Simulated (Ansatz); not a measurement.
**CH2FNOSn (SMILES O=C=[N][SnH2][F]) at 6 levels**

We compute a comparison of 6 runs (HF/3-21G, B3LYP/def2-SVP, BHLYP/def2-SVP, CAM-B3LYP/def2-SVP, r2SCAN0/def2-SVP, RPA@PBE/def2-SVP) of CH2FNOSn. 

The calculation is run with Ansatz 0.2.0.

143 further runs of the same task are left out: 2 that didn't finish, 141 set aside as unsound or not needed.

### Step 1. Starting point

The species is CH2FNOSn (7 atoms), meant as a singlet with charge 0. As SMILES, `O=C=[N][SnH2][F]`. One bond was lengthened or shortened from a relaxed shape.

Bond lengths: O1–C2 1.165 Å, C2–N3 1.203 Å, N3–Sn4 2.002 Å, Sn4–F5 2.202 Å, Sn4–H6 1.690 Å, Sn4–H7 1.694 Å. Angles: O1–C2–N3 176.3°, C2–N3–Sn4 138.7°, N3–Sn4–F5 104.6°, N3–Sn4–H6 107.3°, N3–Sn4–H7 109.3°, F5–Sn4–H6 107.1°, F5–Sn4–H7 106.4°, H6–Sn4–H7 120.9°.

### Step 2. The energy at HF/3-21G (run 1)

Input file input.yaml:

```yaml
crystal:
  periodic: [false, false, false]
  atoms:
    - symbol: O
      position_ang: [-0.066518, -2.941063, -0.700799]
    - symbol: C
      position_ang: [0.033682, -1.978563, -0.052999]
    - symbol: N
      position_ang: [0.134282, -1.029963, 0.680201]
    - symbol: Sn
      position_ang: [0.312582, 0.959837, 0.549301]
    - symbol: F
      position_ang: [-0.877100, 1.510000, -1.220100]
    - symbol: H
      position_ang: [-0.463418, 1.624337, 1.896001]
    - symbol: H
      position_ang: [1.918982, 1.356737, 0.187601]
basis:
  gaussian:
    orbitals: 3-21G-spherical.json
accuracy: high
output:
  orbitals: {seedname: orbitals}
hamiltonian:
  xc: hf
```

The basis set 3-21G is read from a file made from the Basis Set Exchange's data (not shown).

On the command line:

```bash
$ ansatz run input.yaml --threads 1 --pin off --max-ram 3480MiB --events-out events.jsonl --progress --plain --runs-dir runs
```

The log of the run:

```text
Warning: RAYON_NUM_THREADS=1 ignored (pool sized by the plan → 1); use --threads N
Functional definition: HF
  name "HF"
  exchange = exact_x
  correlation = 0
1486 factors; integrals over basis functions are off by at most 8.6e-9 eV
mean field evaluation 1: about -170409.6148 eV, gradient 4.6e1 eV
mean field evaluation 2: about -170409.9370 eV, gradient 4.6e1 eV
mean field evaluation 4: about -170414.0976 eV, gradient 2.9e0 eV
mean field evaluation 8: about -170414.1576 eV, gradient 4.7e-1 eV
mean field evaluation 16: about -170414.1595 eV, gradient 5.4e-7 eV
mean field -170414.15949017 eV, -6262.6048503979 hartree, gradient 1.8e-8 eV, S^2 0.000000; 0 other end points of the search recorded, 0 dependent functions left out
reference -170414.15949017 eV, -6262.6048503979 hartree; 41, 41 occupied and 30, 30 virtual orbitals, 1486 factors
Total energy: -170414.15949017 eV, -6262.6048503979 hartree
```

Run time: 2 s. Hardware: 1 thread of Arm Neoverse V2, shared host; peak memory 0.2 GiB.

### Step 3. A single-point energy at B3LYP/def2-SVP (core potential) (run 2)

Input file job.yaml:

```yaml
crystal:
  periodic: [false, false, false]
  atoms:
    - symbol: O
      position_ang: [-0.066518, -2.941063, -0.700799]
    - symbol: C
      position_ang: [0.033682, -1.978563, -0.052999]
    - symbol: "N"
      position_ang: [0.134282, -1.029963, 0.680201]
    - symbol: Sn
      position_ang: [0.312582, 0.959837, 0.549301]
    - symbol: F
      position_ang: [-0.877100, 1.510000, -1.220100]
    - symbol: H
      position_ang: [-0.463418, 1.624337, 1.896001]
    - symbol: H
      position_ang: [1.918982, 1.356737, 0.187601]
basis:
  gaussian:
    orbitals: def2-SVP
hamiltonian:
  xc: {name: B3LYP}
accuracy: high
output: {orbitals: {seedname: orbitals}}
```

On the command line:

```bash
$ ansatz run job.yaml --threads 1 --pin off --max-ram 3480MiB --events-out events.jsonl --progress --plain --runs-dir runs
```

The log of the run:

```text
Warning: RAYON_NUM_THREADS=1 ignored (pool sized by the plan → 1); use --threads N
Functional definition: B3LYP
  name "B3LYP"
  parameter a0 = 0.2
  parameter ax = 0.72
  parameter ac = 0.81
  exchange = (1 - a0 - ax)*slater_x + ax*b88_x + a0*exact_x
  correlation = (1 - ac)*vwn_rpa_c + ac*lyp_c
2092 factors; integrals over basis functions are off by at most 3.3e-9 eV
mean field evaluation 1: about -13142.8852 eV, gradient 6.6e1 eV
mean field evaluation 2: about -13112.2694 eV, gradient 1.4e2 eV
mean field evaluation 4: about -13150.8663 eV, gradient 9.2e0 eV
mean field evaluation 8: about -13151.0144 eV, gradient 5.6e-1 eV
mean field evaluation 16: about -13151.1621 eV, gradient 2.8e-4 eV
mean field -13151.16207328 eV, -483.2962920152 hartree, gradient 3.1e-8 eV, S^2 0.000000; 0 other end points of the search recorded, 0 dependent functions left out
reference -13151.16211274 eV, -483.2962934655 hartree; 27, 27 occupied and 65, 65 virtual orbitals, 2092 factors
Total energy: -13151.16211274 eV, -483.2962934655 hartree
```

Wall time 9.3 s (1 thread of Arm Neoverse V2, shared host); peak memory 0.33 GiB.

Runs 3 to 5 aren't shown in full; the table further down has their settings and results.

### Step 4. The energy at RPA@PBE/def2-SVP (core potential) (run 6)

Input file run.yaml:

```yaml
basis:
  gaussian:
    orbitals: def2-SVP
crystal:
  periodic: [false, false, false]
  atoms:
    - symbol: O
      position_ang: [-0.066518, -2.941063, -0.700799]
    - symbol: C
      position_ang: [0.033682, -1.978563, -0.052999]
    - symbol: N
      position_ang: [0.134282, -1.029963, 0.680201]
    - symbol: Sn
      position_ang: [0.312582, 0.959837, 0.549301]
    - symbol: F
      position_ang: [-0.877100, 1.510000, -1.220100]
    - symbol: H
      position_ang: [-0.463418, 1.624337, 1.896001]
    - symbol: H
      position_ang: [1.918982, 1.356737, 0.187601]
hamiltonian:
  xc: pbe
correlation:
  method: rpa
  frozen_orbitals: {C: 1, F: 1, H: 0, "N": 1, O: 1, Sn: 4}
accuracy: high
```

On the command line:

```bash
$ ansatz run run.yaml --threads 1 --pin off --max-ram 3480MiB --events-out events.jsonl --progress --plain --runs-dir runs
```

The log of the run, cut to the lines that bear on the results:

```text
Warning: RAYON_NUM_THREADS=1 ignored (pool sized by the plan → 1); use --threads N
Functional definition: PBE
  name "PBE"
[...]
2092 factors; integrals over basis functions are off by at most 3.3e-9 eV
[...]
mean field -13141.71097237 eV, -482.9489704629 hartree, gradient 9.5e-8 eV, S^2 0.000000; 2 other end points of the search recorded, 0 dependent functions left out
8 core orbitals not correlated: weight in the atoms' cores, before any rotation towards them, 1.000 or more for the frozen orbitals, at most 0.000 for the correlated occupied ones
reference -13084.77317991 eV, -480.8565451838 hartree; 19, 19 occupied and 65, 65 virtual orbitals, 2092 factors
Total energy: -13116.32652493 eV, -482.0161092258 hartree
```

Run time: 17 s. Hardware: 1 thread of Arm Neoverse V2, shared host; peak memory 0.45 GiB.

### Step 5. The series

| run | level | core potential | frozen core orbitals | energy (Eh) | HOMO energy (eV) | LUMO energy (eV) | HOMO–LUMO gap (eV) | wall time |
| --- | --- | --- | --- | --- | --- | --- | --- | --- |
| 1 | HF/3-21G | none | – | -6262.604850 | -11.74 | 2.27 | 14.01 | 2 s |
| 2 | B3LYP/def2-SVP (core potential) | def2-SVP | – | -483.296293 | -8.40 | -2.10 | 6.30 | 9.3 s |
| 3 | BHLYP/def2-SVP (core potential) | def2-SVP | – | -483.016587 | -10.03 | -0.92 | 9.11 | 11 s |
| 4 | CAM-B3LYP/def2-SVP (core potential) | def2-SVP | – | -483.112960 | -10.00 | -0.79 | 9.21 | 9.9 s |
| 5 | r2SCAN0/def2-SVP (core potential) | def2-SVP | – | -483.100705 | -8.99 | -1.71 | 7.28 | 17 s |
| 6 | RPA@PBE/def2-SVP (core potential) | def2-SVP | 8 | -482.016109 | – | – | – | 17 s |

### Step 6. Summary of results

| quantity | value |
| --- | --- |
| run 6: total energy | -482.01611 Eh |
| run 6: RPA correlation energy (valence) | -1159.6 mEh |

What this shows: Over runs 1, 2, 3, 4, 5 the HOMO–LUMO gap runs from 6.30 eV (B3LYP/def2-SVP) to 14.01 eV (HF/3-21G). The two ends differ in method and basis and core potential. Totals of different functionals can't be ranked against each other. Some runs of one species differ in core potentials or relativity; totals across that change don't compare. In run 1 relativity is left out where basis or elements ask for it. All runs together took 66 s, the longest 17 s.
